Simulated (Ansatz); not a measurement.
# SbH₂+ (triplet): wave-function methods side by side at distance Sb1–H2 = 2.062 Å, def2-SVP

Aim: climb from Hartree-Fock through coupled cluster and multireference methods for SbH₂+ (triplet) at one geometry and basis, and see what each rung misses.

The runs use Ansatz 0.2.0, Gaussian basis; def2-SVP, core rule «outside noble gas», up to 9 orbitals frozen.

Plan: UHF; CCSD(T) on ROHF; CCSD(T) on UHF; BCCD(T) on ROHF; CISD; CCSDT(Q) on ROHF; CCSDT(Q) on UHF; CASSCF and MRCISD+Q, 4 electrons in 4 orbitals; CASSCF and NEVPT2, 4 electrons in 4 orbitals; CASSCF and MRCISD+Q, 6 electrons in 6 orbitals; CASSCF and NEVPT2, 6 electrons in 6 orbitals; Full CI.

13 further runs of the same task are left out: 11 that didn't finish, 2 set aside as unsound or not needed.

## Step 1: The system

The geometry derives from a PBE0/def2-TZVP stationary point (not a proven minimum). One bond is set to the value named and the two fragments are kept rigid. No spin-orbit coupling is included. Elements past krypton take def2 core potentials.

3 atoms, charge 1, spin multiplicity 3.

Atoms are counted from 1 here; the program's logs count them from 0.

Bond lengths: Sb1–H2 2.062 Å, Sb1–H3 1.691 Å. Angles: H2–Sb1–H3 120.6°.

As a file:

```xyz
3
H2Sb
Sb    0.0000   -0.0151    0.0026
H     0.0000    1.0061   -1.7887
H     0.0000    0.8222    1.4714
```

## Step 2: UHF

Contents of in.yaml:

```yaml
crystal:
  periodic: [false, false, false]
  atoms:
    - {symbol: Sb, position_ang: [0.000000, -0.015135, 0.002626]}
    - {symbol: H, position_ang: [0.000000, 1.006122, -1.788708]}
    - {symbol: H, position_ang: [0.000000, 0.822244, 1.471429]}
basis:
  gaussian: {orbitals: def2-SVP}
total_charge: 1
magnetization: {spin_polarized: true, initial_magnetization: 2}
hamiltonian: {xc: hf}
output: {orbitals: {seedname: orbitals}}
```

Run with:

```console
> ansatz run in.yaml --threads 1 --pin off --events-out ev --progress --plain --max-ram 2393MiB
```

After this run come: CCSD(T) on ROHF; CCSD(T) on UHF; BCCD(T) on ROHF; CISD; CCSDT(Q) on ROHF; CCSDT(Q) on UHF; CASSCF and MRCISD+Q, 4 electrons in 4 orbitals; CASSCF and NEVPT2, 4 electrons in 4 orbitals; CASSCF and MRCISD+Q, 6 electrons in 6 orbitals; CASSCF and NEVPT2, 6 electrons in 6 orbitals; Full CI.

Before running them: what should the planned runs give, taken together? Wanted: FCI below the RHF energy; RMP2 from FCI; UMP2 from FCI; RCCSD from FCI; RCCSD(T) from FCI; UCCSD(T) from FCI; RCCSDT(Q) from FCI; UCCSDT(Q) from FCI; NEVPT2 pair from FCI.

**Answer**, as computed:

| quantity | value |
| --- | --- |
| FCI below the RHF energy | -2.7092 eV |
| RMP2 from FCI | +17.26 kcal/mol |
| UMP2 from FCI | +18.29 kcal/mol |
| RCCSD from FCI | +2.20 kcal/mol |
| RCCSD(T) from FCI | +0.60 kcal/mol |
| UCCSD(T) from FCI | +0.32 kcal/mol |
| RCCSDT(Q) from FCI | -0.01 kcal/mol |
| UCCSDT(Q) from FCI | -0.34 kcal/mol |
| NEVPT2 pair from FCI | +12.46 kcal/mol |
| MRCISD+Q pair from FCI | -0.17 kcal/mol |
| NEVPT2 valence from FCI | +8.62 kcal/mol |
| levels within 1 kcal/mol (43 meV) | RCCSD(T), UCCSD(T), BCCD(T), RCCSDT, UCCSDT, RCCSDT(Q), UCCSDT(Q), MRCISD+Q pair, MRCISD+Q valence |
| T1 diagnostic | 0.026 |
| effectively unpaired electrons | 2.06 |

What this shows: RCCSD(T) misses by +0.60 kcal/mol, 1.0 % of the correlation energy. UCCSDT, UCCSDT(Q), MRCISD+Q pair fall below full CI: unrestricted runs freeze a spin-polarised core, another one than full CI's, and coupled cluster isn't variational. One determinant dominates. Of the multireference levels listed MRCISD+Q valence comes nearest in total energy (+0.07 kcal/mol), which doesn't show that its space is the better one. These misses are within one basis, not against nature; the frozen cores of restricted and unrestricted runs differ, which can shift their rows.
